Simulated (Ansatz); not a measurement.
**UHF/STO-3G run of InNH3 (SMILES [NH2][InH])**

What is the electronic atomisation energy of InNH3 at UHF/STO-3G? 

The results are computed with Ansatz 0.2.0.

41 further runs of the same task are left out: 41 set aside as unsound or not needed.

**1. The molecule**

InNH3: 5 atoms, total charge 0, spin state doublet. As SMILES, `[NH2][InH]`. The shape is that of a PBE0-D4/def2-TZVP optimisation. This is one conformer, not always the lowest.

Bond lengths: N1–In2 2.036 Å, N1–H3 1.011 Å, N1–H4 1.009 Å, In2–H5 1.761 Å. Angles: N1–In2–H5 116.4°, In2–N1–H3 120.0°, In2–N1–H4 120.8°, H3–N1–H4 109.8°.

**2. The energy at UHF/STO-3G**

molecule.yaml

```yaml
crystal:
  periodic: [false, false, false]
  atoms:
    - {symbol: N, position_ang: [-0.299400, -0.736500, 0.264700]}
    - {symbol: In, position_ang: [0.846600, 0.946400, 0.296000]}
    - {symbol: H, position_ang: [-0.846800, -0.960800, -0.554700]}
    - {symbol: H, position_ang: [0.017600, -1.585600, 0.707600]}
    - {symbol: H, position_ang: [0.331900, 2.262600, -0.755100]}
basis:
  gaussian:
    orbitals: STO-3G
magnetization:
  spin_polarized: true
  initial_magnetization: 1
hamiltonian:
  xc: hf
accuracy: high
output: {orbitals: {seedname: orbitals}}
```

Run with:

```bash
$ ansatz run molecule.yaml --threads 1 --pin off --max-ram 3480MiB --events-out events.jsonl --progress --plain --runs-dir runs
```

The program printed:

```text
Warning: RAYON_NUM_THREADS=1 ignored (pool sized by the plan → 1); use --threads N
Functional definition: HF
  name "HF"
  exchange = exact_x
  correlation = 0
641 factors; integrals over basis functions are off by at most 3.8e-9 eV
mean field evaluation 1: about -156145.7077 eV, gradient 1.3e1 eV
mean field evaluation 2: about -156145.7710 eV, gradient 1.3e1 eV
mean field evaluation 4: about -156147.3459 eV, gradient 1.5e0 eV
mean field evaluation 8: about -156147.4143 eV, gradient 3.3e-4 eV
mean field -156147.41221336 eV, -5738.3115583234 hartree, gradient 2.5e-8 eV, S^2 0.753937; 0 other end points of the search recorded, 0 dependent functions left out
reference -156147.41221336 eV, -5738.3115583234 hartree; 30, 29 occupied and 5, 6 virtual orbitals, 641 factors
Total energy: -156147.41221336 eV, -5738.3115583234 hartree
```

Run time: 0.75 s. Hardware: 1 thread of Arm Neoverse V1, shared host; peak memory 0.1 GiB.

**3. The H atom, same level**

in.yaml

```yaml
crystal:
  periodic: [false, false, false]
  atoms:
    - {symbol: H, position_ang: [0.000000, 0.000000, 0.000000]}
basis:
  gaussian: {orbitals: STO-3G}
total_charge: 0
magnetization: {spin_polarized: true, initial_magnetization: 1}
hamiltonian: {xc: hf}
accuracy: high
```

Run with:

```bash
$ ansatz run in.yaml --threads 1 --pin off --max-ram 3480MiB --events-out events.jsonl --progress --plain --runs-dir runs
```

The program printed:

```text
Warning: RAYON_NUM_THREADS=1 ignored (pool sized by the plan → 1); use --threads N
[... 4 set-up lines as earlier in the session ...]
1 factors; integrals over basis functions are off by at most 4.6e-10 eV
mean field evaluation 1: about -12.6963 eV, gradient 0.0e0 eV
mean field evaluation 2: about -12.6963 eV, gradient 0.0e0 eV
mean field -12.69633895 eV, -0.4665818504 hartree, gradient 0.0e0 eV, S^2 0.750000; 0 other end points of the search recorded, 0 dependent functions left out
reference -12.69633895 eV, -0.4665818504 hartree; 1, 0 occupied and 0, 1 virtual orbitals, 1 factors
Total energy: -12.69633895 eV, -0.4665818504 hartree
```

Run time: 0.04 s. Hardware: 1 thread of Arm Neoverse V1, shared host.

**4. The In atom at the same level**

molecule.yaml

```yaml
crystal:
  periodic: [false, false, false]
  atoms:
    - {symbol: In, position_ang: [0.000000, 0.000000, 0.000000]}
basis:
  gaussian:
    orbitals: STO-3G
magnetization:
  spin_polarized: true
  initial_magnetization: 1
accuracy: high
hamiltonian:
  xc: hf
```

Run with:

```bash
$ ansatz run molecule.yaml --threads 1 --pin off --max-ram 3480MiB --events-out events.jsonl --progress --plain --runs-dir runs
```

The program printed:

```text
Warning: RAYON_NUM_THREADS=1 ignored (pool sized by the plan → 1); use --threads N
[... 4 set-up lines as earlier in the session ...]
251 factors; integrals over basis functions are off by at most 4.7e-9 eV
mean field evaluation 1: about -154636.2366 eV, gradient 3.2e-1 eV
mean field evaluation 2: about -154636.2501 eV, gradient 3.2e-1 eV
mean field evaluation 4: about -154636.2504 eV, gradient 2.8e-6 eV
mean field evaluation 8: about -154634.7518 eV, gradient 5.2e0 eV
mean field evaluation 16: about -154630.7476 eV, gradient 6.1e0 eV
mean field -154636.25040505 eV, -5682.7773861704 hartree, gradient 7.2e-9 eV, S^2 0.750002; 0 other end points of the search recorded, 0 dependent functions left out
reference -154636.25040505 eV, -5682.7773861704 hartree; 25, 24 occupied and 2, 3 virtual orbitals, 251 factors
Total energy: -154636.25040505 eV, -5682.7773861704 hartree
```

Run time: 0.22 s. Hardware: 1 thread of Arm Neoverse V1, shared host.

**5. The N atom at the same level**

run.yaml

```yaml
crystal:
  periodic: [false, false, false]
  atoms:
    - {symbol: "N", position_ang: [0.000000, 0.000000, 0.000000]}
basis:
  gaussian:
    orbitals: STO-3G
magnetization:
  spin_polarized: true
  initial_magnetization: 3
hamiltonian:
  xc: hf
accuracy: high
```

Run the same way, it converges to -53.71901 Eh (log not shown).

**6. What came out**

At UHF/STO-3G:

```
                                    quantity           value
                      molecule: total energy  -5738.31156 Eh
molecule: HOMO energy (highest over α and β)        -4.65 eV
 molecule: LUMO energy (lowest over α and β)         5.68 eV
                              molecule: ⟨S²⟩           0.754
                        H atom: total energy     -0.46658 Eh
                                H atom: ⟨S²⟩           0.750
                       In atom: total energy  -5682.77739 Eh
                               In atom: ⟨S²⟩           0.750
                        N atom: total energy    -53.71901 Eh
                                N atom: ⟨S²⟩           3.750
               electronic atomisation energy       11.304 eV
```

Taking the molecule apart into free atoms costs 11.30 eV (261 kcal/mol), before zero-point energy and without spin-orbit coupling. Hartree–Fock lacks the correlation of the bonding pairs, which as a rule makes this value much too low; in minimal bases other errors can mask that. In a minimal basis such a difference can be off by several eV, whatever the method. Relativity is left out (molecule) although the molecule holds a heavy atom. Relativity is left out (In atom) although the molecule holds a heavy atom.
